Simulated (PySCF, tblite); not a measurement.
# C5H9B2N: dynamics, then NMR shifts on frames, part 2 of 2

tblite 0.8.0 and PySCF 2.14.0. Atoms count from 0.

**5. NMR shieldings: 625 fs, PBE0/pcSseg-1**

The job: settings as JSON, then the geometry in Å.

```
{"job": {"kind": "nmr", "xc": "PBE0", "basis": "pcSseg-1", "pop": false}, "charge": 0, "multiplicity": 1}
B      1.998300     1.362900     0.850200
C      1.368900    -0.015200     1.294100
B      0.442700    -0.652200     0.226700
N     -0.850700    -0.137000    -0.035900
C     -1.499000     0.988700     0.446200
C     -2.848300     0.889700     0.186500
C     -3.022200    -0.266700    -0.635000
C     -1.807800    -0.892100    -0.729200
H      2.968500     1.373400     0.248100
H      1.412900     2.439600     1.168300
H      2.057400    -0.753000     1.665400
H      0.763200     0.248300     2.155500
H      0.698100    -1.638300    -0.333600
H     -0.926000     1.676300     1.041200
H     -3.611900     1.596400     0.500500
H     -3.987700    -0.573900    -1.022100
H     -1.545400    -1.815900    -1.199800
```

Method: GIAO PBE0/pcSseg-1 NMR shielding, non-relativistic, gas phase.

Output:

```text
coarse grid: 14248 points
cycle   1  E = -299.8847144841  dE =  1.119e+00  |g| = 4.253e-01  |ddm| = 3.670e+00
cycle   2  E = -299.8729615521  dE =  1.175e-02  |g| = 4.851e-01  |ddm| = 8.071e-01
cycle   3  E = -299.9318989406  dE = -5.894e-02  |g| = 1.017e-01  |ddm| = 4.555e-01
cycle   4  E = -299.9341516544  dE = -2.253e-03  |g| = 4.353e-02  |ddm| = 1.243e-01
cycle   5  E = -299.9346259979  dE = -4.743e-04  |g| = 6.104e-03  |ddm| = 3.975e-02
cycle   6  E = -299.9346332683  dE = -7.270e-06  |g| = 2.647e-03  |ddm| = 6.466e-03
final grid: 137800 points
cycle   7  E = -299.9780436857  dE = -4.737e-05  |g| = 9.509e-03  |ddm| = 3.953e-02
cycle   8  E = -299.9780322938  dE =  1.139e-05  |g| = 1.209e-02  |ddm| = 1.734e-02
cycle   9  E = -299.9780658099  dE = -3.352e-05  |g| = 1.294e-03  |ddm| = 9.304e-03
cycle  10  E = -299.9780661753  dE = -3.654e-07  |g| = 3.565e-04  |ddm| = 1.171e-03
cycle  11  E = -299.9780662018  dE = -2.644e-08  |g| = 1.281e-04  |ddm| = 3.539e-04
cycle  12  E = -299.9780662057  dE = -3.996e-09  |g| = 4.155e-05  |ddm| = 1.522e-04
cycle  13  E = -299.9780662062  dE = -4.235e-10  |g| = 1.213e-05  |ddm| = 4.111e-05
converged SCF energy = -299.9780662062

GIAO shielding tensors (ppm)
atom      isotropic    diamagn.    paramagn.     s11        s22        s33       span
  0 B       12.250     192.176    -179.926    -65.435    -26.103    128.288    193.722
  1 C      150.234     257.464    -107.230     82.440    166.224    202.039    119.599
  2 B       54.087     194.906    -140.819      2.761     52.553    106.948    104.187
  3 N       29.087     324.086    -294.999    -88.333    -16.327    191.922    280.255
  4 C       53.933     251.965    -198.032    -31.641     59.356    134.083    165.724
  5 C       59.187     259.520    -200.333    -31.946     55.036    154.470    186.416
  6 C       63.574     257.745    -194.171    -23.831     55.375    159.177    183.008
  7 C       48.283     247.755    -199.472    -35.229     60.957    119.121    154.350
  8 H       23.770      29.812      -6.042     16.187     27.049     28.075     11.888
  9 H       22.806      28.561      -5.755     16.496     24.403     27.518     11.021
 10 H       29.473      31.068      -1.595     26.332     27.798     34.290      7.958
 11 H       28.847      33.573      -4.725     25.015     29.321     32.206      7.191
 12 H       26.028      32.682      -6.655     23.571     25.369     29.143      5.572
 13 H       24.095      33.171      -9.076     20.505     24.419     27.361      6.857
 14 H       24.511      31.257      -6.746     22.373     24.883     26.276      3.903
 15 H       24.775      30.376      -5.600     22.598     25.700     26.027      3.429
 16 H       24.582      30.661      -6.079     21.729     25.357     26.659      4.930
```

Run time: 21 s. Hardware: 1 thread of Arm Neoverse V1, shared host; peak memory 0.85 GiB.

In short: δ C7 138.6, C4 133.0, C5 127.7, C6 123.4, H9 8.91, H8 7.95 ppm.

**6. Nuclear shieldings: 800 fs, PBE0/pcSseg-1**

The job: settings as JSON, then the geometry in Å.

```
{"job": {"kind": "nmr", "xc": "PBE0", "basis": "pcSseg-1", "pop": false}, "charge": 0, "multiplicity": 1}
B      1.765200     1.212800     0.873100
C      1.213400    -0.036700     1.592900
B      0.268600    -0.639700     0.533300
N     -1.087200    -0.260500     0.384500
C     -1.790700     0.768400     0.987400
C     -2.993700     0.931900     0.360900
C     -3.023600    -0.037300    -0.723800
C     -1.876500    -0.769000    -0.617900
H      2.591600     1.155400     0.052500
H      1.455300     2.341500     1.173500
H      1.962300    -0.770200     1.824200
H      0.702900     0.236500     2.499500
H      0.707400    -1.507900    -0.154600
H     -1.344700     1.299100     1.838400
H     -3.837500     1.536100     0.701000
H     -3.746400     0.005300    -1.543400
H     -1.474500    -1.568100    -1.226300
```

Level: GIAO PBE0/pcSseg-1 NMR shielding, non-relativistic, gas phase.

Output:

```text
coarse grid: 14248 points
cycle   1  E = -299.8862461883  dE =  1.183e+00  |g| = 4.287e-01  |ddm| = 3.676e+00
cycle   2  E = -299.8750693811  dE =  1.118e-02  |g| = 4.866e-01  |ddm| = 8.078e-01
cycle   3  E = -299.9339330343  dE = -5.886e-02  |g| = 1.067e-01  |ddm| = 4.622e-01
cycle   4  E = -299.9364605561  dE = -2.528e-03  |g| = 4.337e-02  |ddm| = 1.266e-01
cycle   5  E = -299.9369328427  dE = -4.723e-04  |g| = 5.648e-03  |ddm| = 3.952e-02
cycle   6  E = -299.9369394007  dE = -6.558e-06  |g| = 2.343e-03  |ddm| = 6.436e-03
final grid: 137800 points
cycle   7  E = -299.9803241746  dE = -4.032e-05  |g| = 9.456e-03  |ddm| = 4.015e-02
cycle   8  E = -299.9803132908  dE =  1.088e-05  |g| = 1.196e-02  |ddm| = 1.707e-02
cycle   9  E = -299.9803461034  dE = -3.281e-05  |g| = 1.170e-03  |ddm| = 9.071e-03
cycle  10  E = -299.9803464001  dE = -2.967e-07  |g| = 3.115e-04  |ddm| = 1.017e-03
cycle  11  E = -299.9803464186  dE = -1.849e-08  |g| = 1.181e-04  |ddm| = 2.946e-04
cycle  12  E = -299.9803464221  dE = -3.443e-09  |g| = 3.949e-05  |ddm| = 1.416e-04
cycle  13  E = -299.9803464225  dE = -3.935e-10  |g| = 9.894e-06  |ddm| = 3.835e-05
converged SCF energy = -299.9803464225

GIAO shielding tensors (ppm)
atom      isotropic    diamagn.    paramagn.     s11        s22        s33       span
  0 B       15.211     191.745    -176.534    -59.633    -31.284    136.550    196.183
  1 C      143.204     257.512    -114.308     71.562    157.536    200.514    128.952
  2 B       52.826     196.653    -143.827     -2.642     53.744    107.376    110.017
  3 N       33.247     325.814    -292.567    -85.047    -10.296    195.085    280.132
  4 C       56.528     251.847    -195.319    -34.249     67.441    136.393    170.642
  5 C       59.326     259.269    -199.943    -30.822     53.549    155.250    186.072
  6 C       62.414     260.213    -197.799    -22.073     54.048    155.266    177.339
  7 C       49.807     250.543    -200.735    -35.302     62.406    122.318    157.619
  8 H       23.995      30.304      -6.309     17.078     26.472     28.435     11.358
  9 H       23.506      29.745      -6.239     16.732     25.253     28.534     11.802
 10 H       28.791      31.116      -2.326     25.307     28.024     33.041      7.734
 11 H       28.512      32.735      -4.222     25.178     28.512     31.847      6.668
 12 H       25.294      32.873      -7.579     23.092     23.846     28.945      5.853
 13 H       23.885      31.437      -7.552     20.241     24.202     27.211      6.970
 14 H       24.449      30.425      -5.976     22.346     24.907     26.095      3.749
 15 H       24.589      30.398      -5.809     22.367     25.492     25.908      3.541
 16 H       24.539      31.408      -6.869     21.290     25.602     26.725      5.435
```

Wall time 21 s (1 thread of Arm Neoverse V1, shared host); peak memory 0.85 GiB.

Key values: δ C7 137.1, C4 130.4, C5 127.6, C6 124.5, H9 8.21, H13 7.83 ppm.

**7. NMR shieldings: 1000 fs, PBE0/pcSseg-1**

The job: settings as JSON, then the geometry in Å.

```
{"job": {"kind": "nmr", "xc": "PBE0", "basis": "pcSseg-1", "pop": false}, "charge": 0, "multiplicity": 1}
B      1.485500     2.103300     1.215100
C      1.042800     0.649400     1.604300
B      0.174400    -0.113100     0.490200
N     -1.194700     0.017100     0.325200
C     -2.004600     1.015600     0.892900
C     -3.300400     0.734400     0.549400
C     -3.315800    -0.458800    -0.226500
C     -2.011900    -0.859500    -0.391600
H      2.234300     2.258400     0.353100
H      0.981600     3.015700     1.750800
H      1.947500     0.090300     1.687400
H      0.588500     0.597100     2.599200
H      0.657500    -0.871400    -0.241100
H     -1.623900     1.725000     1.559200
H     -4.182900     1.335600     0.871900
H     -4.171800    -0.827200    -0.779100
H     -1.633200    -1.674300    -1.006300
```

Method: GIAO PBE0/pcSseg-1 NMR shielding, non-relativistic, gas phase.

Output:

```text
coarse grid: 14248 points
cycle   1  E = -299.8847849310  dE =  1.117e+00  |g| = 4.195e-01  |ddm| = 3.670e+00
cycle   2  E = -299.8735672692  dE =  1.122e-02  |g| = 4.788e-01  |ddm| = 7.988e-01
cycle   3  E = -299.9310497986  dE = -5.748e-02  |g| = 1.037e-01  |ddm| = 4.572e-01
cycle   4  E = -299.9334435654  dE = -2.394e-03  |g| = 4.339e-02  |ddm| = 1.266e-01
cycle   5  E = -299.9339144676  dE = -4.709e-04  |g| = 7.116e-03  |ddm| = 4.006e-02
cycle   6  E = -299.9339245720  dE = -1.010e-05  |g| = 2.895e-03  |ddm| = 7.221e-03
cycle   7  E = -299.9339262917  dE = -1.720e-06  |g| = 7.298e-04  |ddm| = 2.274e-03
final grid: 137800 points
cycle   8  E = -299.9774325858  dE = -4.509e-05  |g| = 7.744e-03  |ddm| = 3.299e-02
cycle   9  E = -299.9774296799  dE =  2.906e-06  |g| = 8.709e-03  |ddm| = 1.490e-02
cycle  10  E = -299.9774487046  dE = -1.902e-05  |g| = 9.134e-04  |ddm| = 7.463e-03
cycle  11  E = -299.9774488680  dE = -1.635e-07  |g| = 3.553e-04  |ddm| = 8.466e-04
cycle  12  E = -299.9774488949  dE = -2.685e-08  |g| = 8.653e-05  |ddm| = 3.176e-04
cycle  13  E = -299.9774488967  dE = -1.775e-09  |g| = 3.588e-05  |ddm| = 1.118e-04
cycle  14  E = -299.9774488970  dE = -3.261e-10  |g| = 9.247e-06  |ddm| = 3.647e-05
converged SCF energy = -299.9774488970

GIAO shielding tensors (ppm)
atom      isotropic    diamagn.    paramagn.     s11        s22        s33       span
  0 B       13.917     193.100    -179.183    -66.364    -28.443    136.557    202.921
  1 C      150.408     256.217    -105.810     87.658    164.492    199.072    111.414
  2 B       53.771     196.377    -142.606      8.488     45.630    107.195     98.707
  3 N       30.250     324.010    -293.760    -92.546     -4.353    187.648    280.194
  4 C       52.938     249.097    -196.159    -39.805     66.665    131.955    171.760
  5 C       57.286     259.861    -202.576    -35.541     53.553    153.845    189.386
  6 C       61.140     259.626    -198.485    -29.545     56.680    156.286    185.832
  7 C       46.863     248.176    -201.313    -44.617     62.999    122.207    166.823
  8 H       23.814      30.290      -6.476     15.702     27.276     28.464     12.762
  9 H       23.500      29.883      -6.384     15.719     26.179     28.602     12.883
 10 H       29.730      32.730      -3.000     26.371     28.450     34.369      7.997
 11 H       29.182      31.670      -2.488     25.890     28.333     33.323      7.433
 12 H       25.991      34.034      -8.043     23.612     25.392     28.970      5.358
 13 H       24.721      32.548      -7.827     21.522     24.066     28.574      7.052
 14 H       24.225      29.228      -5.003     21.851     24.553     26.269      4.418
 15 H       24.747      30.506      -5.759     22.607     25.300     26.334      3.727
 16 H       23.998      30.564      -6.566     21.333     24.617     26.045      4.712
```

It took 21 s on 1 thread of Arm Neoverse V1, shared host; peak memory 0.84 GiB.

This run: δ C7 140.1, C4 134.0, C5 129.6, C6 125.8, H9 8.22, H8 7.90 ppm.

**8. Comparing the runs: NMR shifts**

Shifts (ppm) of some atoms, chosen among heavy atoms and hydrogens apart, with basis size and wall time:

| frame | C5 | C6 | C1 | H16 | H10 | B0 | N3 | functions | time |
| --- | --- | --- | --- | --- | --- | --- | --- | --- | --- |
| 250 fs | 129.9 | 119.2 | 47.1 | 6.56 | 3.47 | 87.7 | 235.9 | 181 | 21 s |
| 425 fs | 125.4 | 126.2 | 39.8 | 6.39 | 2.30 | 83.6 | 230.1 | 181 | 21 s |
| 625 fs | 127.7 | 123.4 | 36.7 | 7.14 | 2.24 | 87.8 | 238.6 | 181 | 21 s |
| 800 fs | 127.6 | 124.5 | 43.7 | 7.18 | 2.93 | 84.9 | 234.5 | 181 | 21 s |
| 1000 fs | 129.6 | 125.8 | 36.5 | 7.72 | 1.99 | 86.2 | 237.5 | 181 | 21 s |

**9. Summary of results**

What follows sums up all 2 parts.

```
                                           quantity                                                     value
                                         thermostat                                                     200 K
                      mean temperature, second half                                                     182 K
            mean potential energy above the minimum                                                   0.36 eV
     13C shifts against TMS (PBE0/pcSseg-1, 250 fs)                      136.0, 134.0, 129.9, 119.2, 47.1 ppm
      1H shifts against TMS (PBE0/pcSseg-1, 250 fs)  8.28, 7.99, 7.87, 6.75, 6.56, 6.54, 6.51, 3.47, 3.09 ppm
11B shifts against BF3·OEt2 (PBE0/pcSseg-1, 250 fs)                                            87.7, 48.1 ppm
     15N shifts against NH3 (PBE0/pcSseg-1, 250 fs)                                                 235.9 ppm
                           range of the shift of C1                                          36.5 to 47.1 ppm
```

What this shows: In the second half the potential energy averages 0.36 eV above the minimum; equipartition over 45 harmonic modes at 200 K would give 0.39 eV. With 17 atoms the temperature swings widely (120 to 265 K). Shifts at one fixed geometry are not the observed spectrum, which averages over the motion. In the first frame run (250 fs): The widest tensor belongs to N3: span 277 ppm, with a paramagnetic part of -292 ppm. NICS(1)zz of -24 ppm above the planar ring from N3 marks a diatropic (aromatic) ring current. In ppm, C1 moves most: its shift spreads over 10.6 ppm, from 36.5 (1000 fs) to 47.1 (250 fs).
